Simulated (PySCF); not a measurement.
# C2H5BrOSi: the cost of one run

The runs use PySCF 2.14.0, with density-fitted response routines of our own; the level of theory stands in each step. All values are computed, except where a source is named. Atoms count from 0, in the outputs and in this text.

## 1. The molecule as given

10 atoms, charge 0, multiplicity 1; geometry from: GFN2-xTB. The atoms were then displaced at random by about 0.01 Å, so the start is not that level's minimum.

Bonds of the start (Å): O0–C1 1.20, C1–Si2 1.91, Si2–C3 1.94, C3–Br4 1.92, C1–H5 1.11, Si2–H6 1.47, Si2–H7 1.46, C3–H8 1.08, C3–H9 1.07.

## 2. Relaxing the molecule at PBE0-D3(BJ)/def2-SVP

What the job is given:

```
{"job": {"xc": "PBE0", "basis": "def2-SVP", "d3": "d3bj", "grid": 1, "shake": 0.01, "kind": "geom"}, "charge": 0, "multiplicity": 1}
O     -1.861430     0.215040    -1.409890
C     -1.776420     0.345530    -0.222950
Si    -0.140260     0.106720     0.723280
C      1.242420    -0.315280    -0.565090
Br     2.915880    -0.584950     0.343630
H     -2.667070     0.610390     0.385790
H      0.226770     1.359080     1.410080
H     -0.265540    -0.992140     1.670360
H      1.006840    -1.237820    -1.077310
H      1.369250     0.472490    -1.278960
```

Command:

```bash
$ OMP_NUM_THREADS=1 python probes_run.py task.json out
```

The driver reads the jobs from task.json and runs them one after another.

Q: Estimate the wall time and peak memory of this first job on 1 thread of Arm Neoverse V1, shared host.

About 33 s, with a peak of 0.49 GiB.
